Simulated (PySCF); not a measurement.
# HO2Pb (Pb(O)(OH)+): the cost of one run

Computed with PySCF 2.14.0. Level: PBE0, Pb def2-SVP with ECP60, O def2-SVP, H def2-SVP; scalar-relativistic core potentials, no spin–orbit coupling.

1 further run of the same task is left out (for a known fault of the program).

## 1. Where the work starts

4 atoms, charge 1, spin multiplicity 1.

Bond lengths: Pb1–O2 1.892 Å, Pb1–O3 2.007 Å, O3–H4 0.979 Å. Angles: O2–Pb1–O3 171.6°, Pb1–O3–H4 113.4°.

Coordinates:

```
Pb   -0.06654    0.01096    0.44010
O     1.80634   -0.00325    0.16992
O    -1.99108   -0.01607    1.01039
H    -2.61853    0.09744    0.26778
```

Formal oxidation states: Pb +4. An earlier session relaxed this geometry at PBE0, Pb def2-SVP with ECP60, O def2-SVP, H def2-SVP (singlet, point group Cs).

Its energy there is -343.217906 Eh.

## 2. One electron removed, multiplicity 2

run.py (the lines that set the calculation) reads:

```python
mol = gto.M(atom='''
Pb    -0.06654     0.01096     0.44010
O      1.80634    -0.00325     0.16992
O     -1.99108    -0.01607     1.01039
H     -2.61853     0.09744     0.26778''',
    basis={'Pb': 'def2-SVP', 'O': 'def2-SVP', 'H': 'def2-SVP'},
    ecp={'Pb': 'def2-SVP'},
    charge=2, spin=1)
mf = dft.UKS(mol, xc='PBE0')
mf.grids.atom_grid = (50, 194)
mf = mf.density_fit()  # fitting sets: Pb def2-universal-JKFIT, O def2-universal-JKFIT, H def2-universal-JKFIT
mf.conv_tol = 1e-08; mf.max_cycle = 55
mf.kernel(dm0)  # dm0: the density of the relaxed state
```

Launch:

```
$ OMP_NUM_THREADS=2 python run.py
```

**Question.** How long does this run take on 2 threads of Arm Neoverse N1, shared host?

About 1.9 s.
